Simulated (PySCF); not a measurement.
# Mg3O3 ((MgO)3 ring): the cost of one run

Computed with PySCF 2.14.0. Level: levels as typed in each script, gas phase, geometry from GFN2-xTB.

### Step 1. The system as given

6 atoms, charge 0, spin multiplicity 1.

Bond lengths: Mg1–O2 1.765 Å, Mg1–O6 1.765 Å, O2–Mg3 1.765 Å, Mg3–O4 1.765 Å, O4–Mg5 1.765 Å, Mg5–O6 1.765 Å. Angles: O2–Mg1–O6 123.4°, Mg1–O2–Mg3 116.6°, O2–Mg3–O4 123.4°, Mg3–O4–Mg5 116.6°, O4–Mg5–O6 123.4°, Mg1–O6–Mg5 116.6°.

Geometry (Å):

```xyz
6
Mg3O3
Mg    1.3321    1.1104    0.0000
O     1.6843   -0.6193    0.0000
Mg    0.2956   -1.7088    0.0000
O    -1.3784   -1.1490    0.0000
Mg   -1.6277    0.5984    0.0000
O    -0.3058    1.7683    0.0000
```

### Step 2. Density, bond paths and surface potential (PBE0/def2-svpd)

The input, input.py:

```python
import numpy as np
from pyscf import gto, scf, dft
from pyscf.scf import atom_ks, atom_hf
from scipy.linalg import block_diag

def solve(mol, dm0=None, hcore=None):
    mf = (dft.UKS if mol.spin else dft.RKS)(mol, xc='pbe0')
    mf.grids.level = 3
    mf = mf.density_fit(auxbasis='def2-universal-jkfit')
    mf.conv_tol, mf.max_cycle = 1e-8, 80
    if hcore is not None:
        mf.get_hcore = lambda *args: hcore
    mf.kernel(dm0)
    if not mf.converged:
        mf = mf.newton().run(mf.mo_coeff, mf.mo_occ, max_cycle=30)
    assert mf.converged, 'SCF not converged'
    return mf

mol = gto.M(atom='''
Mg     1.33206     1.11040     0.00000
O      1.68426    -0.61928     0.00000
Mg     0.29561    -1.70880     0.00000
O     -1.37844    -1.14897     0.00000
Mg    -1.62767     0.59839     0.00000
O     -0.30582     1.76825     0.00000
''', basis='def2-svpd', charge=0, spin=0, verbose=4)
mf = solve(mol)
mf.analyze()
# spherically averaged free atoms, for the promolecule
atm = atom_ks.get_atm_nrks(mol, xc='pbe0')
pro = block_diag(*[(atm[a[0]][2] * atm[a[0]][3]) @ atm[a[0]][2].T for a in mol._atom])
np.savez('result.npz', e=mf.e_tot, c=mf.mo_coeff, occ=mf.mo_occ, eps=mf.mo_energy, pro=pro, dip=mf.dip_moment(verbose=0), s2=mf.spin_square()[0])
```

On the command line:

```sh
$ OMP_NUM_THREADS=1 python input.py
```

**Question.** How long does this run take on 1 thread of Arm Neoverse V2, shared host, and how much memory does it need?

About 13 s, with a peak of 0.53 GiB.
